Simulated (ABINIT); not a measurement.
## TbO: single point with PBEsol+U

Crystal: TbO.

```
CELL_PARAMETERS angstrom
2.78384 0.00000 0.00000
0.00000 2.78384 0.00000
0.00000 0.00000 2.78384
ATOMIC_POSITIONS crystal
Tb 0.00000 0.00000 0.00000
O 0.50000 0.50000 0.50000
```

The cell comes from a database or a generator and needn't be the stable form of this composition.

| Quantity | Value |
| --- | --- |
| Program | ABINIT 10.8.3 (patched build) |
| Task | single point |
| Functional | PBEsol |
| Potentials or basis | JTH PAW PBE v2.0 |
| Cutoff | 680 eV |
| k mesh | 7 × 7 × 7 |
| Occupations | gaussian, width 0.05 eV |
| Spin | collinear spin, ferromagnetic start |
| Starting moments | [6.0, 0.0] μB |
| Hubbard terms | Tb f U = 3 eV |

```json
{
 "Pressure": "44.0 GPa",
 "Band gap on the k mesh": "none (metal or under the smearing width)",
 "Net moment": "6.07 μB per cell",
 "Site moments": "Tb +5.99; O +0.01 μB",
 "Valence electrons inside the program's atomic spheres": "Tb 17.09; O 4.57"
}
```

Levels at points of the mesh, in eV from the Fermi level:
Spin up:
| k point | band 13 | band 14 | band 15 | band 16 | band 17 | band 18 | band 19 | band 20 |
| --- | --- | --- | --- | --- | --- | --- | --- | --- |
| (0.00, 0.00, 0.00) | -3.85 | -3.85 | -3.85 | -3.02 | -3.02 | 2.93 | 7.90 | 7.90 |
Spin down:
```tsv
k point	band 8	band 9	band 10	band 11	band 12	band 13
(0.00, 0.00, 0.00)	-4.44	-2.34	-2.34	0.68	0.68	0.68
```

Eigenvalues of the final occupation matrices:
| site | spin | trace | eigenvalues |
| --- | --- | --- | --- |
| atom 1 | 1 | 6.96 | 0.99 0.99 0.99 0.99 0.99 0.99 1.00 |
| atom 1 | 2 | 1.16 | 0.01 0.01 0.01 0.03 0.37 0.37 0.37 |

Run time: 96 s on 1 thread of Arm Neoverse V1 (shared host), peak memory 0.15 GiB.

Caveat: the magnetic or orbital state may not be the lowest; a pressure of tens of GPa on the cell as given is suspect, and the run, the potentials or the cell itself is likely at fault; the PAW data sets were made with another functional, which shifts forces and pressure a little; spin-orbit coupling is left out, which moves the levels of the heavy elements. The state reached can hang on the start; a lower one may exist.
